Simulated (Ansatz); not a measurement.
**GeBr3F: basis-set convergence**

The task here is to estimate one member of a computed series from the others.

The runs use Ansatz 0.2.0, Gaussian basis; one geometry, several basis sets.

The runs, in order: PBE0-D4/def2-SVP; ωB97M-V/def2-SVP; PBE0-D4/def2-QZVPP; ωB97M-V/def2-QZVPP; the functionals' def2-TZVPP values are taken from earlier runs.

## Structure used throughout

An earlier PBE0-D4 in a triple-zeta def2 set relaxation fixed the geometry.

SMILES `[F][Ge]([Br])([Br])[Br]`, 5 atoms, charge 0, spin multiplicity 1.

Atoms are counted from 1 here; the program's logs count them from 0.

Bond lengths: F1–Ge2 1.717 Å, Ge2–Br3 2.266 Å, Ge2–Br4 2.266 Å, Ge2–Br5 2.266 Å. Angles: F1–Ge2–Br3 107.2°, F1–Ge2–Br4 107.2°, F1–Ge2–Br5 107.2°, Br3–Ge2–Br4 111.7°, Br3–Ge2–Br5 111.7°, Br4–Ge2–Br5 111.6°.

Coordinates:

```
F     0.20689   -1.47093    0.98853
Ge    0.01647   -0.06270    0.02458
Br   -1.30187    1.37010    1.18472
Br   -0.95627   -0.70732   -1.91839
Br    2.08479    0.79725   -0.32104
```

Set-up of the first run:

File in.yaml:

```yaml
crystal:
  periodic: [false, false, false]
  atoms:
    - {symbol: F, position_ang: [0.206886, -1.470929, 0.988533]}
    - {symbol: Ge, position_ang: [0.016468, -0.062701, 0.024577]}
    - {symbol: Br, position_ang: [-1.301869, 1.370105, 1.184723]}
    - {symbol: Br, position_ang: [-0.956271, -0.707322, -1.918390]}
    - {symbol: Br, position_ang: [2.084785, 0.797248, -0.321043]}
basis:
  gaussian: {orbitals: def2-SVP}
hamiltonian: {xc: pbe0, dispersion: d4}
output: {orbitals: {seedname: orbitals}}
```

On the command line:

```bash
$ ansatz run in.yaml --threads 4 --pin off --events-out ev --progress --plain --max-ram 11315MiB
```

Among the steps run: PBE0-D4 in def2-SVP; ωB97M-V in def2-SVP; PBE0-D4 in def2-QZVPP; ωB97M-V in def2-QZVPP.

One table of the session follows, with a row left open; its other results are not shown here.

It belongs to the step «Density functionals: the series». 

```
functional       basis  HOMO (eV)  LUMO (eV)
   PBE0-D4    def2-SVP      -8.87      -2.49
   PBE0-D4  def2-TZVPP          ?          ?
   PBE0-D4  def2-QZVPP      -8.97      -2.62
   ωB97M-V    def2-SVP     -11.04      -0.42
   ωB97M-V  def2-TZVPP     -11.16      -0.62
   ωB97M-V  def2-QZVPP     -11.17      -0.68
```

Q: Estimate the row for PBE0-D4, def2-TZVPP from the others.

As computed: HOMO (eV): -8.96; LUMO (eV): -2.60. In the column «HOMO (eV)» it lies between PBE0-D4, def2-QZVPP (-8.97) and PBE0-D4, def2-SVP (-8.87).
